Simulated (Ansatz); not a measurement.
# WO3 (tungsten trioxide): SVWN5/def2-SVPD (core potential)

What is the energy change on altering one bond length of WO3 (tungsten trioxide) at SVWN5/def2-SVPD (core potential)? 

Program for the calculation: Ansatz 0.2.0.

## Step 1: Starting point

WO3 has 4 atoms, charge 0, and is taken as a singlet. As SMILES, `[O]=[W](=[O])=[O]`. The coordinates come from a PBE0-D4/def2-TZVP relaxation.

Bond lengths: O1–W2 1.716 Å, W2–O3 1.716 Å, W2–O4 1.716 Å. Angles: O1–W2–O3 107.5°, O1–W2–O4 107.5°, O3–W2–O4 107.5°.

## Step 2: The energy at SVWN5/def2-SVPD (core potential)

Contents of job.yaml:

```yaml
crystal:
  periodic: [false, false, false]
  atoms:
    - {symbol: O, position_ang: [-0.237500, 0.265200, 1.555000]}
    - {symbol: W, position_ang: [-0.366400, -0.283700, -0.065200]}
    - {symbol: O, position_ang: [1.071700, -1.143300, -0.433900]}
    - {symbol: O, position_ang: [-0.412200, 1.101500, -1.076300]}
basis:
  gaussian: {orbitals: def2-SVPD}
hamiltonian: {xc: {name: SVWN5}}
accuracy: high
output: {orbitals: {seedname: orbitals}}
```

On the command line:

```
$ ansatz run job.yaml --threads 1 --pin off --max-ram 3480MiB --events-out events.jsonl --progress --plain --runs-dir runs
```

Standard output:

```text
Warning: RAYON_NUM_THREADS=1 ignored (pool sized by the plan → 1); use --threads N
Functional definition: SVWN5
  name "SVWN5"
  exchange = slater_x
  correlation = vwn5_c
2057 factors; integrals over basis functions are off by at most 2.8e-9 eV
mean field evaluation 1: about -7889.8473 eV, gradient 1.3e2 eV
mean field evaluation 2: about -7501.4615 eV, gradient 3.9e2 eV
mean field evaluation 4: about -7918.0396 eV, gradient 2.1e1 eV
mean field evaluation 8: about -7919.0070 eV, gradient 1.1e0 eV
mean field evaluation 16: about -7919.0107 eV, gradient 4.0e-5 eV
mean field -7919.01067279 eV, -291.0182745269 hartree, gradient 4.4e-8 eV, S^2 0.000000; 0 other end points of the search recorded, 0 dependent functions left out
reference -7919.01067638 eV, -291.0182746587 hartree; 19, 19 occupied and 85, 85 virtual orbitals, 2057 factors
Total energy: -7919.01067638 eV, -291.0182746587 hartree
```

Run time: 5.7 s. Hardware: 1 thread of Arm Neoverse V1, shared host; peak memory 0.27 GiB.

## Step 3: The distorted shape at the same level

Contents of input.yaml:

```yaml
crystal:
  periodic: [false, false, false]
  atoms:
    - {symbol: O, position_ang: [-0.668958, 0.523097, 1.665617]}
    - {symbol: W, position_ang: [-0.797858, -0.025803, 0.045417]}
    - {symbol: O, position_ang: [1.071700, -1.143300, -0.433900]}
    - {symbol: O, position_ang: [-0.843658, 1.359397, -0.965683]}
basis:
  gaussian:
    orbitals: def2-SVPD
hamiltonian:
  xc: {name: SVWN5}
accuracy: high
output: {orbitals: {seedname: orbitals}}
```

On the command line:

```
$ ansatz run input.yaml --threads 1 --pin off --max-ram 3480MiB --events-out events.jsonl --progress --plain --runs-dir runs
```

Standard output:

```text
Warning: RAYON_NUM_THREADS=1 ignored (pool sized by the plan → 1); use --threads N
[... 4 set-up lines as earlier in the session ...]
2063 factors; integrals over basis functions are off by at most 3.0e-9 eV
mean field evaluation 1: about -7877.2495 eV, gradient 1.4e2 eV
mean field evaluation 2: about -7394.6157 eV, gradient 3.9e2 eV
mean field evaluation 4: about -7810.4630 eV, gradient 1.9e2 eV
mean field evaluation 8: about -7875.9439 eV, gradient 1.2e2 eV
mean field evaluation 16: about -7916.2257 eV, gradient 1.2e-5 eV
mean field -7916.22571091 eV, -290.9159290656 hartree, gradient 1.9e-8 eV, S^2 0.000000; 2 other end points of the search recorded, 0 dependent functions left out
reference -7916.22571436 eV, -290.9159291923 hartree; 19, 19 occupied and 85, 85 virtual orbitals, 2063 factors
Total energy: -7916.22571436 eV, -290.9159291923 hartree
```

Run time: 6.9 s. Hardware: 1 thread of Arm Neoverse V1, shared host; peak memory 0.28 GiB.

## Step 4: What came out

At SVWN5/def2-SVPD (core potential):

```
                                                         quantity          value
                                        first shape: total energy  -291.01827 Eh
                                         first shape: HOMO energy       -7.73 eV
                                         first shape: LUMO energy       -5.83 eV
                                       first shape: HOMO–LUMO gap        1.90 eV
                                    distorted shape: total energy  -290.91593 Eh
                                     distorted shape: HOMO energy       -6.67 eV
                                     distorted shape: LUMO energy       -6.35 eV
                                   distorted shape: HOMO–LUMO gap        0.32 eV
energy change with the W2–O3 bond stretched from 1.716 to 2.230 Å       2.785 eV
```

What this shows: With the W2–O3 bond stretched from 1.716 to 2.230 Å the energy rises by 2.78 eV (269 kJ/mol). The first shape isn't relaxed at this level, so the change isn't measured from a minimum.
